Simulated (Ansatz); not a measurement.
HfIn4SiO6: relaxation of cell and atoms with PBE

The system is HfIn4SiO6.

```
Hf In Si O
1.0
     5.27743    0.00000    0.00000
    -2.63872    4.57039    0.00000
     0.00000    0.00000   10.55905
Hf In Si O
1 4 1 6
Cartesian
  2.6387 1.5234 0.0000
  0.0000 0.0000 3.2148
  0.0000 0.0000 7.3442
  0.0000 3.0469 8.3331
  0.0000 3.0469 2.2260
  0.0000 0.0000 0.0000
  3.2747 3.2219 9.5002
  1.4858 0.1234 1.0589
  0.8498 1.2250 9.5002
  2.0027 3.2219 1.0589
  3.7916 0.1234 9.5002
  4.4277 1.2250 1.0589
```

The cell was built by a generator and needn't be a form met in nature.

```json
{
  "Program": "Ansatz 0.2.0",
  "Task": "relaxation of cell and atoms",
  "Functional": "PBE",
  "Potentials or basis": "all-electron PAW datasets made for the crystal",
  "k mesh": "4 × 4 × 2",
  "Occupations": "fermi-dirac, width 0.05 eV",
  "Spin": "no spin polarisation"
}
```

The energy gained by relaxing is 0.0 meV/atom and the ionic steps are 2. The pressure after relaxing is 0.0 GPa. The largest force after relaxing is 0.005 eV/Å and the band gap on the k mesh is 0.35 eV, indirect (least direct gap 1.71 eV).

Forces in eV/Å, atoms in the order of the input:
```
Hf   0.000  0.000  0.000
In   0.000  0.000 -0.004
In   0.000  0.000  0.004
In   0.000  0.000  0.005
In   0.000  0.000 -0.005
Si   0.000  0.000  0.000
O   -0.001  0.000 -0.005
O   -0.001  0.001  0.005
O    0.000 -0.001 -0.005
O    0.001  0.000  0.005
O    0.001  0.001 -0.005
O    0.000 -0.001  0.005
```

Final structure:
```
CELL_PARAMETERS angstrom
5.27743 0.00000 0.00000
-2.63872 4.57039 0.00000
0.00000 0.00000 10.55905
ATOMIC_POSITIONS crystal
Hf 0.66667 0.33333 0.00000
In 0.00000 0.00000 0.30446
In 0.00000 0.00000 0.69554
In 0.33333 0.66667 0.78919
In 0.33333 0.66667 0.21081
Si 0.00000 0.00000 0.00000
O 0.97300 0.70496 0.89972
O 0.29504 0.02700 0.10028
O 0.29504 0.26804 0.89972
O 0.73196 0.70496 0.10028
O 0.73196 0.02700 0.89972
O 0.97300 0.26804 0.10028
```

Levels at points of the mesh, in eV from the valence-band top:
```csv
k point,band 57,band 58,band 59,band 60,band 61,band 62
"(0.00, 0.00, 0.00)",-2.45,-0.92,0.00,1.71,1.81,1.81
"(0.00, 0.00, -0.50)",-2.90,-0.35,-0.34,1.71,1.71,2.12
"(0.00, -0.50, 0.00)",-2.51,-2.08,-1.76,1.07,1.08,1.49
"(0.00, -0.50, -0.50)",-2.89,-2.05,-1.89,0.90,1.38,1.52
```

Wall time 31 s on 8 threads of Arm Neoverse V2 (shared host), peak memory 3.6 GiB.

Caveat: spin-orbit coupling is left out, which moves the levels of the heavy elements. Expect the measured gap to be larger: semilocal functionals such as PBE lack the derivative discontinuity.
